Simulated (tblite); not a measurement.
# C5H13BGaN: the cost of one run

The runs use tblite 0.8.0 and PySCF 2.14.0, with density-fitted response routines of our own; the level of theory stands in each step. All values are computed, except where a source is named. Atoms are numbered from 0 throughout.

**1. The molecule as given**

21 atoms, charge 0, multiplicity 1; geometry from: force field or distance geometry start.

Bonds of the start (Å): B0–C1 1.57, C1–C2 1.33, C1–Ga3 1.99, Ga3–N4 1.91, Ga3–C5 2.01, C5–C6 1.50, C6–C7 1.34, B0–H8 1.18, B0–H9 1.19, C2–H10 1.09, C2–H11 1.09, Ga3–H12 1.60, N4–H13 1.04, N4–H14 1.05, N4–H15 1.05, C5–H16 1.11, C5–H17 1.11, C6–H18 1.08, C7–H19 1.09, C7–H20 1.08.

**2. Relaxing the molecule with GFN2-xTB**

What the job is given:

```
{"job": {"kind": "relax", "xc": "GFN2-xTB", "basis": "xTB"}, "charge": 0, "multiplicity": 1}
B     -1.459500     0.154300     1.857900
C     -1.562500    -0.407700     0.390300
C     -2.293300    -1.490700     0.130100
Ga    -0.481900     0.440500    -1.045000
N     -0.029000     2.225700    -0.549000
C      1.189500    -0.629500    -1.344600
C      2.202400    -0.382800    -0.261200
C      2.051800    -0.884000     0.974500
H     -0.767600     1.078300     2.097800
H     -2.082800    -0.345700     2.741900
H     -2.886900    -1.983800     0.898100
H     -2.344200    -1.892000    -0.879100
H     -1.347900     0.453000    -2.385600
H      0.674900     2.224100     0.217200
H      0.378800     2.728500    -1.379000
H     -0.886200     2.739600    -0.232100
H      0.950200    -1.706900    -1.402300
H      1.617600    -0.311400    -2.315300
H      3.093800     0.192000    -0.479500
H      1.180500    -1.485100     1.228800
H      2.793500    -0.699500     1.735800
```

The run is started by

```console
OMP_NUM_THREADS=1 python probes_run.py task.json out
```

This one command runs all jobs of the session in turn.

**Question.** How long does this first job take on 1 thread of Arm Neoverse N1, shared host, and how much memory does it need?

About 3.5 s, with a peak of 0.18 GiB.
